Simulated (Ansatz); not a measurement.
# H7NOSi2: geometry optimisation from a Python script

A script is to give a geometry optimisation; the system is H7NOSi2. SMILES: O[SiH2]N[SiH3].

Computed with Ansatz 0.2.0 through its Python package. Level of theory: CAM-B3LYP/def2-SVP.

### 1 The system

Bond lengths: O1–Si2 1.585 Å, Si2–N3 1.700 Å, N3–Si4 1.700 Å, O1–H5 0.953 Å, Si2–H6 1.450 Å, Si2–H7 1.501 Å, N3–H8 1.033 Å, Si4–H9 1.425 Å, Si4–H10 1.510 Å, Si4–H11 1.458 Å. Angles (14 of 16 angles, heavy atoms first): O1–Si2–N3 104.4°, Si2–N3–Si4 111.8°, O1–Si2–H6 116.1°, O1–Si2–H7 109.8°, N3–Si2–H6 112.6°, N3–Si2–H7 104.6°, Si2–O1–H5 116.1°, Si2–N3–H8 111.4°, Si4–N3–H8 107.0°, N3–Si4–H9 107.9°, N3–Si4–H10 109.3°, N3–Si4–H11 108.5°, H6–Si2–H7 108.6°, H9–Si4–H10 110.0°.

The script holds or builds the structure itself.

### 2 The code

run_opt.py

```python
"""Relax the H7NOSi2 molecule."""

import warnings

import ansatz as az
from ase import Atoms
import numpy as np

warnings.simplefilter("ignore", az.DeckWarning)

atoms = Atoms(["O", "Si", "N", "Si", "H", "H", "H", "H", "H", "H", "H"], positions=[
    [-0.8114, 1.6406, -1.2431],
    [-0.1497, 1.2735, 0.1495],
    [0.7639, -0.1244, -0.1706],
    [-0.0976, -1.5409, 0.2054],
    [-0.3589, 1.3236, -2.0196],
    [-1.0625, 1.101, 1.2623],
    [0.8663, 2.3139, 0.5201],
    [1.6331, -0.1425, 0.3882],
    [0.7307, -2.6553, -0.1132],
    [-1.3635, -1.5866, -0.6163],
    [-0.3252, -1.576, 1.6453],
])
molecule = az.Crystal.molecule_from_ase(atoms)

base = (
    molecule.calculation()
    .basis(gaussian="def2-SVP")
    .functional("cam_b3lyp")
)
symbols = [site.symbol for site in molecule.cartesian_sites]
start = np.array([site.position_ang for site in molecule.cartesian_sites], dtype=float)
def progress(event):
    if event["event"] == "relax_step":
        row = event["data"]
        print(f"step {row['step']:3d}  E = {row['lagrangian_ev']:.6f} eV  max force {row['allowed_force_max_ev_ang']:.4f} eV/A")


report = base.relax(force_tolerance=0.01).session().plan().execute(on_event=progress).report
end = np.array(report["positions_ang"])

for key in ("converged", "free_energy_ev", "reference_energy_ev", "n_frozen", "n_occupied", "n_virtual"):
    print(f"{key:22s} {report[key]}")

print("bond        before    after (A)")
for i, j in [(0, 1), (0, 4), (1, 2), (1, 5), (1, 6), (2, 3), (2, 7), (3, 8), (3, 9), (3, 10)]:
    d0, d1 = (np.linalg.norm(xyz[i] - xyz[j]) for xyz in (start, end))
    print(f"{symbols[i]}{i}-{symbols[j]}{j}".ljust(10), f"{d0:8.4f} {d1:8.4f}")
for i, j, k in [(1, 0, 4), (0, 1, 2), (0, 1, 5), (0, 1, 6), (2, 1, 5), (2, 1, 6), (5, 1, 6), (1, 2, 3)]:
    u, v = end[i] - end[j], end[k] - end[j]
    print(f"angle {symbols[i]}{i}-{symbols[j]}{j}-{symbols[k]}{k}: {np.degrees(np.arccos(np.clip(u @ v / np.linalg.norm(u) / np.linalg.norm(v), -1, 1))):.2f} deg")

charges = report["charge_distribution"]
print("dipole moment", round(4.803205 * float(np.linalg.norm(charges["dipole_moment_e_ang"])), 3), "D")
print("Mulliken:", [(s, round(q, 3)) for s, q in zip(symbols, charges["mulliken_charges_e"])])
```

### 3 What the engine is handed

The package turns the script's settings into the engine's input:

```yaml
crystal:
  periodic: [false, false, false]
  atoms:
    - { symbol: O, position_ang: [-0.8114, 1.6406, -1.2431] }
    - { symbol: Si, position_ang: [-0.1497, 1.2735, 0.1495] }
    - { symbol: "N", position_ang: [0.7639, -0.1244, -0.1706] }
    - { symbol: Si, position_ang: [-0.0976, -1.5409, 0.2054] }
    - { symbol: H, position_ang: [-0.3589, 1.3236, -2.0196] }
    - { symbol: H, position_ang: [-1.0625, 1.101, 1.2623] }
    - { symbol: H, position_ang: [0.8663, 2.3139, 0.5201] }
    - { symbol: H, position_ang: [1.6331, -0.1425, 0.3882] }
    - { symbol: H, position_ang: [0.7307, -2.6553, -0.1132] }
    - { symbol: H, position_ang: [-1.3635, -1.5866, -0.6163] }
    - { symbol: H, position_ang: [-0.3252, -1.576, 1.6453] }
basis:
  gaussian:
    orbitals: def2-SVP
hamiltonian:
  xc: cam_b3lyp
relax:
  f_tol: 0.01
```

### 4 The run

The run is started by

```
$ python run_opt.py
```

**Question.** What results will this script give? Wanted: total energy; dipole moment; moves of the relaxation; energy gained; last largest force component.

As calculated:

| quantity | value |
| --- | --- |
| total energy | -19399.6498 eV |
| dipole moment | 2.23 D |
| moves of the relaxation | 19 |
| energy gained | 0.722 eV |
| last largest force component | 0.0087 eV/Å |

**Reading.** The relaxation took 19 moves; the largest shift is 1.090 Å, of atom 11 (H). So large a move can change the bonding: the results belong to the relaxed structure. The end point is the stationary point reached from this start; no frequency run checks that it is a minimum, and the basis set is modest.
